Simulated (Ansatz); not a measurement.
# Tetramethyltin (C₄H₁₂Sn): vertical ionisation energy

The task here is to estimate one member of a computed series from the others.

Method: unrestricted cation, the program's frozen cores in correlated methods; program: Ansatz 0.2.0, Gaussian basis.

Plan: UKS PBE-D4/def2-TZVPP; UKS r2SCAN-D4/def2-TZVPP; UKS PBE0-D4/def2-TZVPP; UKS B3LYP-D4/def2-TZVPP; UKS wB97X-V/def2-TZVPP; UKS wB97M-V/def2-TZVPP; UKS B2PLYP/def2-TZVPP; UHF-CCSD(T)/def2-TZVPP; UHF-MP2/def2-QZVPP; extrapolation to the limit; then −ε(HOMO) from the neutral's earlier runs with LDA (SPW92), PBE-D4, revPBE-D4, BLYP-D4, r2SCAN-D4, B97M-V, PBE0-D4, B3LYP-D4, r2SCANh-D4, r2SCAN0-D4, HSE06-D4, BHLYP-D4, CAM-B3LYP-D4, LC-ωPBE, ωB97X-V, ωB97M-V.

1 further run of the same task is left out (for a known fault of the program).

## The relaxed structure

The geometry comes from an earlier relaxation with PBE0-D4 in a triple-zeta def2 set; it is a stationary point, not always the lowest conformer. Sn takes the def2 core potential; no spin-orbit term is included.

17 atoms, charge 0, spin multiplicity 1.

Atoms are counted from 1 here; the program's logs count them from 0.

Bond lengths: C1–Sn2 2.147 Å, C1–H6 1.091 Å, C1–H7 1.091 Å, C1–H8 1.091 Å, Sn2–C3 2.147 Å, Sn2–C4 2.147 Å, Sn2–C5 2.147 Å, C3–H9 1.091 Å, C3–H10 1.091 Å, C3–H11 1.091 Å, C4–H12 1.091 Å, C4–H13 1.091 Å, C4–H14 1.091 Å, C5–H15 1.091 Å, C5–H16 1.091 Å, C5–H17 1.091 Å. Angles: Sn2–C1–H6 110.4°, Sn2–C1–H7 110.4°, Sn2–C1–H8 110.4°, H6–C1–H7 108.6°, H6–C1–H8 108.6°, H7–C1–H8 108.6°, C1–Sn2–C3 109.5°, C1–Sn2–C4 109.5°, C1–Sn2–C5 109.5°, C3–Sn2–C4 109.5°, C3–Sn2–C5 109.5°, C4–Sn2–C5 109.5°, Sn2–C3–H9 110.4°, Sn2–C3–H10 110.4°, Sn2–C3–H11 110.4°, H9–C3–H10 108.6°, H9–C3–H11 108.6°, H10–C3–H11 108.6° and more.

Set-up of the first run:

in.yaml

```yaml
crystal:
  periodic: [false, false, false]
  atoms:
    - {symbol: C, position_ang: [-0.453061, 0.846715, -1.918616]}
    - {symbol: Sn, position_ang: [-0.001111, -0.000038, 0.002351]}
    - {symbol: C, position_ang: [2.083055, 0.281501, 0.436338]}
    - {symbol: C, position_ang: [-0.450954, -2.099710, -0.017171]}
    - {symbol: C, position_ang: [-1.183524, 0.971370, 1.508880]}
    - {symbol: H, position_ang: [-0.235739, 1.915972, -1.923012]}
    - {symbol: H, position_ang: [0.145243, 0.367579, -2.695160]}
    - {symbol: H, position_ang: [-1.508478, 0.705909, -2.157002]}
    - {symbol: H, position_ang: [2.328420, -0.141647, 1.411686]}
    - {symbol: H, position_ang: [2.328544, 1.344596, 0.447345]}
    - {symbol: H, position_ang: [2.698117, -0.209095, -0.319686]}
    - {symbol: H, position_ang: [-0.220854, -2.546491, 0.951332]}
    - {symbol: H, position_ang: [0.138229, -2.607318, -0.782517]}
    - {symbol: H, position_ang: [-1.508996, -2.259456, -0.230690]}
    - {symbol: H, position_ang: [-2.246521, 0.837811, 1.302102]}
    - {symbol: H, position_ang: [-0.965604, 0.551477, 2.492119]}
    - {symbol: H, position_ang: [-0.965866, 2.040323, 1.531802]}
basis:
  gaussian: {orbitals: def2-TZVPP}
total_charge: 1
magnetization: {spin_polarized: true, initial_magnetization: 1}
hamiltonian: {xc: pbe, dispersion: d4}
```

The run is started by

```sh
ansatz run in.yaml --threads 2 --pin off --events-out ev --progress --plain --max-ram 31744MiB --backend cuda --devices 0, --max-vram 18GiB
```

Among the steps run: Cation, UKS PBE-D4/def2-TZVPP; Cation, UKS r2SCAN-D4/def2-TZVPP; Cation, UKS PBE0-D4/def2-TZVPP; Cation, UKS B3LYP-D4/def2-TZVPP; Cation, UKS wB97X-V/def2-TZVPP; Cation, UKS wB97M-V/def2-TZVPP; Cation, UKS B2PLYP (frozen core)/def2-TZVPP; Cation, UHF-CCSD(T)/def2-TZVPP; Cation, UHF-MP2/def2-QZVPP.

One of the session's tables, all rows but one given; the rest of the session is left out.

For comparison, −ε(HOMO) of the neutral from earlier runs:

```
  functional  −ε(HOMO) (eV)
 LDA (SPW92)           6.62
      PBE-D4           6.47
   revPBE-D4           6.41
     BLYP-D4           6.33
   r2SCAN-D4           6.71
      B97M-V           6.77
     PBE0-D4           7.66
    B3LYP-D4           7.44
  r2SCANh-D4              ?
  r2SCAN0-D4           7.81
    HSE06-D4           7.26
    BHLYP-D4           8.73
CAM-B3LYP-D4           8.98
     LC-ωPBE          10.33
     ωB97X-V           9.97
     ωB97M-V           9.85
```

Estimate the missing values for r2SCANh-D4.

Worked estimate for «−ε(HOMO) (eV)». Against the share of exact exchange, r2SCAN-D4 (0, 6.71), r2SCAN0-D4 (0.25, 7.81) give a slope of 4.40 per unit share; at 0.1 the line stands at 7.15.

The run gave: −ε(HOMO) (eV): 7.15. In «−ε(HOMO) (eV)» the line misses by 0.00.

Caveats from the session: In point group Td the highest level is often degenerate; the cation then breaks the symmetry, and the runs may pick different components.
